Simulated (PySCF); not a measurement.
# Silicon: the same states on changed settings

An exercise on one series of results from a longer session: the logs are not shown, and one member is left open.

Method: unrestricted determinants in a Gaussian basis, no spin-orbit coupling in the energies. Code: PySCF 2.14.0.

### The atom as given

```
Element                                   : silicon (Z = 14)
Basis                                     : cc-pVDZ-DK
Hamiltonian                               : the spin-free X2C one-electron Hamiltonian (Gaussian nucleus)
State 1                                   : Si: [Ne] 3s2 3p2, high-spin 3P determinant
State 2                                   : Si⁺: [Ne] 3s2 3p1, 2P determinant
Methods                                   : MP2, CCSD(T)
Core shells frozen in the correlated runs : all electrons: nothing (for Si)
```

Outer shells as boxes (Hund's rule):

Si [Ne] 3s2 3p2
```
[Ne] core
3s [↑↓]
3p [↑ ][↑ ][  ]
```

Si+ [Ne] 3s2 3p1
```
[Ne] core
3s [↑↓]
3p [↑ ][  ][  ]
```

The sound run (cc-pVDZ-DK, the spin-free X2C one-electron Hamiltonian (Gaussian nucleus), symmetry-adapted start, fine grid, valence correlation) gave:

| species | method | energy (hartree) |
| --- | --- | --- |
| Si | UHF | -289.45207 |
| Si | MN15 | -289.94192 |
| Si | M06-L | -289.95596 |
| Si | MP2 (valence) | -289.49698 |
| Si | CCSD(T) (valence) | -289.51699 |
| Si⁺ | UHF | -289.17161 |
| Si⁺ | MN15 | -289.64589 |
| Si⁺ | M06-L | -289.65729 |
| Si⁺ | MP2 (valence) | -289.20633 |
| Si⁺ | CCSD(T) (valence) | -289.22527 |

The runs were made by one driver on top of PySCF. The scripts below sum up each run's settings (the driver also hands on starting orbitals that pick excited configurations, and frozen orbitals as a list rather than a count), and the logs come from the driver's own runs. The driver starts from symmetry-adapted Hartree-Fock orbitals, holds the occupation by maximum overlap and uses a logarithmic radial grid for functionals, so a plain start would take other cycles.

Set-up of the first run:

It was started by

```console
> OMP_NUM_THREADS=1 python atomrun2.py TASK.json OUT
```

input.py reads:

```python
from pyscf import gto, scf, dft, mp, cc
import basis_set_exchange as bse
mol = gto.M(atom="Si 0 0 0", charge=0, spin=2, symmetry="D2h",
            basis=gto.basis.parse(bse.get_basis("cc-pVDZ-DK", elements=["Si"], fmt="nwchem", header=False)),
            nucmod="G")
mf = scf.UHF(mol).sfx2c1e()
mf.irrep_nelec = {'Ag': (3, 3), 'B1u': (2, 1), 'B2u': (2, 1), 'B3u': (1, 1)}
mf.kernel()
mp.UMP2(mf, frozen=0).kernel()
```

input.py reads:

```python
from pyscf import gto, scf, dft, mp, cc
import basis_set_exchange as bse
mol = gto.M(atom="Si 0 0 0", charge=0, spin=2, symmetry="D2h",
            basis=gto.basis.parse(bse.get_basis("cc-pVDZ-DK", elements=["Si"], fmt="nwchem", header=False)),
            nucmod="G")
mf = scf.UHF(mol).sfx2c1e()
mf.irrep_nelec = {'Ag': (3, 3), 'B1u': (2, 1), 'B2u': (2, 1), 'B3u': (1, 1)}
mf.kernel()
mycc = cc.CCSD(mf, frozen=0).run()
mycc.ccsd_t()
```

Steps of the session up to this table: Changed run, Si, method by method; Changed run, Si⁺.

One of the session's tables, all rows but one given; the rest of the session is left out.

Ionisation energy of Si:

```
 method  sound run (eV)
    UHF           7.632
    MP2           7.909
SCS-MP2           7.837
   CCSD           7.928
CCSD(T)               ?
```

Estimate the missing values for CCSD(T).

**Answer.** sound run (eV): 7.938. In the column «sound run (eV)» it is the highest.
